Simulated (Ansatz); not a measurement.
# AlH9N2O3: the cost of one run

Computed with Ansatz 0.2.0, Gaussian basis. Level: PBE0-D4, def2-SVP first, then def2-TZVP.

190 further runs of the same task are left out: 190 set aside as unsound or not needed.

## 1. Starting geometry

The guess: 15 atoms, charge 0, spin multiplicity 1.

Atoms are counted from 1 here; the program's logs count them from 0.

Bond lengths: Al1–O2 1.849 Å, Al1–O3 1.671 Å, Al1–O4 1.660 Å, Al1–N6 1.890 Å, O2–H7 1.179 Å, O2–H9 0.953 Å, O3–H10 0.942 Å, O4–H11 0.941 Å, H5–N8 1.079 Å, N6–H12 1.011 Å, N6–H13 1.010 Å, H7–N8 1.301 Å, N8–H14 1.010 Å, N8–H15 1.010 Å. Angles: O2–Al1–O3 102.0°, O2–Al1–O4 107.1°, O2–Al1–N6 97.5°, O3–Al1–O4 124.1°, O3–Al1–N6 115.0°, O4–Al1–N6 107.3°, Al1–O2–H7 109.6°, Al1–O2–H9 124.6°, H7–O2–H9 114.8°, Al1–O3–H10 154.6°, Al1–O4–H11 168.8°, Al1–N6–H12 117.5°, Al1–N6–H13 114.0°, H12–N6–H13 106.2°, O2–H7–N8 162.8°, H5–N8–H7 87.8°, H5–N8–H14 112.3°, H5–N8–H15 111.1° and more.

Coordinates:

```mol
AlH9N2O3
  3D, bonds by distance, orders not assigned

 15 14  0  0  0  0  0  0  0  0999 V2000
   -0.5358   -0.3174   -1.0139 Al  0  0
   -0.3394   -1.2782    0.5534 O   0  0
    0.0628   -1.3850   -2.1521 O   0  0
   -2.0824    0.2847   -1.0264 O   0  0
    0.7749    0.9032    1.0325 H   0  0
    0.6192    1.1126   -0.5725 N   0  0
    0.1552   -0.5950    1.3779 H   0  0
    0.7168    0.4066    1.9890 N   0  0
   -0.0956   -2.1981    0.5977 H   0  0
    0.2229   -1.6937   -3.0278 H   0  0
   -3.0086    0.4495   -1.0437 H   0  0
    1.5418    1.1132   -0.9868 H   0  0
    0.2285    2.0270   -0.7520 H   0  0
    1.6271    0.2623    2.4015 H   0  0
    0.1124    0.9083    2.6232 H   0  0
  1  2  8  0
  1  3  8  0
  1  4  8  0
  1  6  8  0
  2  7  8  0
  2  9  8  0
  3 10  8  0
  4 11  8  0
  5  8  8  0
  6 12  8  0
  6 13  8  0
  7  8  8  0
  8 14  8  0
  8 15  8  0
M  END
```

Distances that are to change: Al1–N6 1.89 Å, H5–N8 1.08 Å, O2–H7 1.18 Å, Al1–O2 1.85 Å, H5–N6 1.63 Å, H7–N8 1.30 Å.

## 2. Relaxing the guess with the reacting distances held

The input, hold/in.yaml:

```yaml
crystal:
  periodic: [false, false, false]
  atoms:
    - {symbol: Al, position_ang: [-0.535800, -0.317400, -1.013900]}
    - {symbol: O, position_ang: [-0.339400, -1.278200, 0.553400]}
    - {symbol: O, position_ang: [0.062800, -1.385000, -2.152100]}
    - {symbol: O, position_ang: [-2.082400, 0.284700, -1.026400]}
    - {symbol: H, position_ang: [0.774900, 0.903200, 1.032500]}
    - {symbol: N, position_ang: [0.619200, 1.112600, -0.572500]}
    - {symbol: H, position_ang: [0.155200, -0.595000, 1.377900]}
    - {symbol: N, position_ang: [0.716800, 0.406600, 1.989000]}
    - {symbol: H, position_ang: [-0.095600, -2.198100, 0.597700]}
    - {symbol: H, position_ang: [0.222900, -1.693700, -3.027800]}
    - {symbol: H, position_ang: [-3.008600, 0.449500, -1.043700]}
    - {symbol: H, position_ang: [1.541800, 1.113200, -0.986800]}
    - {symbol: H, position_ang: [0.228500, 2.027000, -0.752000]}
    - {symbol: H, position_ang: [1.627100, 0.262300, 2.401500]}
    - {symbol: H, position_ang: [0.112400, 0.908300, 2.623200]}
basis:
  gaussian: {orbitals: def2-SVP}
hamiltonian: {xc: pbe0, dispersion: d4}
relax: {f_tol: 0.04, max_steps: 150, escape_saddle: false, constraints: [{distance: [0, 5]}, {distance: [4, 7]}, {distance: [1, 6]}, {distance: [0, 1]}, {distance: [4, 5]}, {distance: [6, 7]}]}
```

Command:

```
$ ansatz run in.yaml --threads 4 --pin off --events-out ev --progress --plain --max-ram 66560MiB --backend cpu
```

**Question.** How long does this run take on 4 threads of AMD EPYC 7R13, shared host?

About 28 s.
